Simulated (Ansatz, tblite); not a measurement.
# The cluster Zn₁₀O₁₀: rung by rung

How do method and basis change the picture of the cluster Zn₁₀O₁₀ (singlet)?

Program: Ansatz 0.2.0, Gaussian basis. Level of theory: as each input shows. These are calculated values, not measurements.

The runs, in order: GFN1-xTB, GFN2-xTB, PBE-D4/def2-SVP, r2SCAN-D4/def2-SVP, LDA/def2-SVP, r2SCANh-D4/def2-SVP, PBE-QIDH/def2-SVP, PBE0-D4/def2-TZVP, PBE-D4/def2-TZVP, HF/STO-3G, HF/6-31G, B3LYP-D4/6-31G, MP2/def2-SVP, RPA/def2-SVP.

## Step 1: The structure

The geometry is that of the singlet, from an earlier relaxation (PBE-D4/def2-SVP).

20 atoms, charge 0, spin multiplicity 1.

Bond lengths: Zn1–O11 1.862 Å, Zn1–O12 1.853 Å, Zn1–O13 2.171 Å, Zn2–O11 1.883 Å, Zn2–O14 1.855 Å, Zn2–O15 2.083 Å, Zn3–O11 2.096 Å, Zn3–O13 1.859 Å, Zn3–O15 1.877 Å, Zn4–O15 1.803 Å, Zn4–O16 1.779 Å, Zn5–O12 1.872 Å, Zn5–O17 1.871 Å, Zn5–O18 2.081 Å, Zn6–O12 2.171 Å, Zn6–O13 1.867 Å, Zn6–O18 1.863 Å, Zn7–O17 2.151 Å and more. Angles: O11–Zn1–O12 155.2°, O11–Zn1–O13 93.5°, O12–Zn1–O13 94.4°, O11–Zn2–O14 148.8°, O11–Zn2–O15 89.9°, O14–Zn2–O15 114.1°, O11–Zn3–O13 96.0°, O11–Zn3–O15 89.7°, O13–Zn3–O15 158.5°, O15–Zn4–O16 160.7°, O12–Zn5–O17 153.9°, O12–Zn5–O18 94.5°, O17–Zn5–O18 93.6°, O12–Zn6–O13 94.0°, O12–Zn6–O18 91.9°, O13–Zn6–O18 157.6°, O17–Zn7–O18 91.5°, O17–Zn7–O19 112.4° and more.

PBE0-D4/def2-SVP was run before; its log isn't repeated, and its numbers join the tables.

## Step 2: GFN1-xTB

Tight binding, by tblite at 300 K electronic temperature and without a spin-polarisation term:

```python
tblite.interface.Calculator('GFN1-xTB', numbers, positions, charge=0, uhf=0).singlepoint()
```

Energy -1492.3260 eV, HOMO -10.46 eV, LUMO -7.62 eV; 0.029 s.

## Step 3: GFN2-xTB

Tight binding, by tblite at 300 K electronic temperature and without a spin-polarisation term:

```python
tblite.interface.Calculator('GFN2-xTB', numbers, positions, charge=0, uhf=0).singlepoint()
```

Energy -1263.3900 eV, HOMO -14.10 eV, LUMO -12.27 eV; 0.04 s.

## Step 4: PBE-D4/def2-SVP

start.molden holds the orbitals of an earlier run on this state, given as this run's starting guess.

The input, in.yaml:

```yaml
crystal:
  periodic: [false, false, false]
  atoms:
    - {symbol: Zn, position_ang: [-2.191094, -2.167456, -0.862745]}
    - {symbol: Zn, position_ang: [-1.969024, 1.023182, -0.923332]}
    - {symbol: Zn, position_ang: [-2.699780, -0.467436, 1.146944]}
    - {symbol: Zn, position_ang: [-1.251987, 2.641880, 1.448972]}
    - {symbol: Zn, position_ang: [0.873840, -2.391856, -1.139558]}
    - {symbol: Zn, position_ang: [-0.462906, -2.848870, 1.065938]}
    - {symbol: Zn, position_ang: [2.409027, -1.161659, 0.797619]}
    - {symbol: Zn, position_ang: [1.182638, 0.816420, -1.641598]}
    - {symbol: Zn, position_ang: [0.713334, 3.141749, -0.341259]}
    - {symbol: Zn, position_ang: [3.145048, 1.430790, 0.265133]}
    - {symbol: O, position_ang: [-3.051579, -0.517572, -0.918342]}
    - {symbol: O, position_ang: [-0.749088, -3.319102, -1.034024]}
    - {symbol: O, position_ang: [-2.216266, -2.255603, 1.306652]}
    - {symbol: O, position_ang: [-0.406040, 1.863828, -1.464323]}
    - {symbol: O, position_ang: [-2.495064, 1.395986, 1.057147]}
    - {symbol: O, position_ang: [0.058446, 3.827349, 1.246559]}
    - {symbol: O, position_ang: [1.920662, -0.846273, -1.272931]}
    - {symbol: O, position_ang: [1.383167, -2.723471, 0.851161]}
    - {symbol: O, position_ang: [3.474517, 0.170758, 1.476790]}
    - {symbol: O, position_ang: [2.332151, 2.387366, -1.064802]}
basis:
  gaussian: {orbitals: def2-SVP, fitting: {mean_field: def2-universal-jkfit}, initial_orbitals: start.molden}
hamiltonian: {xc: pbe, dispersion: d4}
scf: {omitted_lower_state_checks: [starts]}
output: {orbitals: {seedname: orbitals}}
```

Run with:

```sh
> ansatz run in.yaml --threads 2 --pin off --events-out ev --progress --plain --max-ram 32768MiB --backend cuda --devices 0, --max-vram 18GiB
```

The runs that follow: r2SCAN-D4/def2-SVP; LDA/def2-SVP; r2SCANh-D4/def2-SVP; PBE-QIDH/def2-SVP; PBE0-D4/def2-TZVP; PBE-D4/def2-TZVP; HF/STO-3G; HF/6-31G; B3LYP-D4/6-31G; MP2/def2-SVP; RPA/def2-SVP.

**Question.** What will the summary of the whole plan be? Wanted: gap in def2-SVP, named functionals, smallest and largest; correlation energy, MP2/def2-SVP; binding an atom, functionals in def2-SVP; PBE0 total energy, smallest basis above largest.

**Answer**, as computed:

| quantity | value |
| --- | --- |
| gap in def2-SVP, named functionals, smallest and largest | 2.18 eV (LDA), 4.46 eV (PBE0-D4) |
| correlation energy, MP2/def2-SVP | -134.61 eV |
| binding an atom, functionals in def2-SVP | 3.02 (PBE-QIDH) to 3.98 eV (LDA) |
| PBE0 total energy, smallest basis above largest | 93.30 eV (def2-SVP, def2-TZVP) |

**Reading.** Orbital gaps of the named functionals in def2-SVP span 2.18 eV (LDA) to 4.46 eV (PBE0-D4); exact exchange widens it.
